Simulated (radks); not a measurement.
# Taking charge from the 1s level of Yb⁴⁹⁺ in fractions

Aim: follow energy and eigenvalue as charge leaves the 1s level of Yb⁴⁹⁺ bit by bit, and test Janak's theorem, Slater's transition state and the straight-line condition.

Method: scalar-relativistic Kohn-Sham, LDA (Slater exchange, Perdew-Wang correlation), spin-unpolarised, spherical densities, finite nucleus. Code: radks (a radial shooting solver on a logarithmic mesh, Libxc functionals) version 1.

## 1. Starting point

| Item | Value |
| --- | --- |
| element | ytterbium (Z = 70) |
| charge | +49 |
| electrons | 21 |
| configuration | [Ar] 3d3 |
| nuclear rms radius | 5.3108 fm |

Outer shells as boxes (Hund's rule):

Yb⁴⁹⁺
```
[Ar] core
3d [↑ ][↑ ][↑ ][  ][  ]
```

## 2. Start: [Ar] 3d3

Input:

```text
Z 70
configuration [Ar] 3d3
relativity scalar-relativistic
functional lda,pw
spin unpolarised
nucleus finite rms 5.3108 fm
c 137.035999084
```

## 3. 0.1 electron removed from 1s

Input: that of step 2 with these lines changed.

```diff
@@ -1,3 +1,3 @@
 Z 70
-configuration [Ar] 3d3
+configuration 1s1.9 2s2 2p6 3s2 3p6 3d3
 relativity scalar-relativistic
```

## 4. 0.2 electron removed from 1s

Input:

```text
Z 70
configuration 1s1.8 2s2 2p6 3s2 3p6 3d3
relativity scalar-relativistic
functional lda,pw
spin unpolarised
nucleus finite rms 5.3108 fm
c 137.035999084
```

## 5. 0.3 electron removed from 1s

Input:

```text
Z 70
configuration 1s1.7 2s2 2p6 3s2 3p6 3d3
relativity scalar-relativistic
functional lda,pw
spin unpolarised
nucleus finite rms 5.3108 fm
c 137.035999084
```

## 6. 0.4 electron removed from 1s

Input:

```text
Z 70
configuration 1s1.6 2s2 2p6 3s2 3p6 3d3
relativity scalar-relativistic
functional lda,pw
spin unpolarised
nucleus finite rms 5.3108 fm
c 137.035999084
```

## 7. 0.5 electron removed from 1s

Input:

```text
Z 70
configuration 1s1.5 2s2 2p6 3s2 3p6 3d3
relativity scalar-relativistic
functional lda,pw
spin unpolarised
nucleus finite rms 5.3108 fm
c 137.035999084
```

## 8. 0.6 electron removed from 1s

Input:

```text
Z 70
configuration 1s1.4 2s2 2p6 3s2 3p6 3d3
relativity scalar-relativistic
functional lda,pw
spin unpolarised
nucleus finite rms 5.3108 fm
c 137.035999084
```

## 9. 0.7 electron removed from 1s

Input:

```text
Z 70
configuration 1s1.3 2s2 2p6 3s2 3p6 3d3
relativity scalar-relativistic
functional lda,pw
spin unpolarised
nucleus finite rms 5.3108 fm
c 137.035999084
```

## 10. 0.8 electron removed from 1s

Input:

```text
Z 70
configuration 1s1.2 2s2 2p6 3s2 3p6 3d3
relativity scalar-relativistic
functional lda,pw
spin unpolarised
nucleus finite rms 5.3108 fm
c 137.035999084
```

## 11. 0.9 electron removed from 1s

Input:

```text
Z 70
configuration 1s1.1 2s2 2p6 3s2 3p6 3d3
relativity scalar-relativistic
functional lda,pw
spin unpolarised
nucleus finite rms 5.3108 fm
c 137.035999084
```

## 12. 1 electron removed from 1s

Input:

```text
Z 70
configuration 1s1 2s2 2p6 3s2 3p6 3d3
relativity scalar-relativistic
functional lda,pw
spin unpolarised
nucleus finite rms 5.3108 fm
c 137.035999084
```

Before running it: what results should come out? Wanted: for each run, removed; E − E(0); eigenvalue; E minus straight line.

As calculated:

```csv
removed (e),E − E(0) (eV),eigenvalue (eV),E minus straight line (eV)
0,0.000,-64289,0.000
0.1,6429.6,-64402,-50.307
0.2,12870.5,-64514,-89.372
0.3,19322.6,-64626,-117.214
0.4,25786,-64738,-133.855
0.5,32260,-64850,-139.317
0.6,38746,-64961,-133.627
0.7,45243,-65072,-116.815
0.8,51751,-65182,-88.914
0.9,58270,-65293,-49.961
1,64799,-65402,0.000
```

What this shows: Removing the whole electron costs 64799 eV, against 64289 eV from minus the starting eigenvalue. Slater's transition state, half an electron removed, gives 64850 eV. The trapezoid integral of minus the eigenvalue gives 64848 eV over the range, against 64799 eV from the energies (Janak's theorem; approximate here, since the scalar-relativistic density holds large components alone). The eigenvalue moves by 1113 eV per electron. E bends below the straight line by 139.32 eV at 0.5 electron removed.
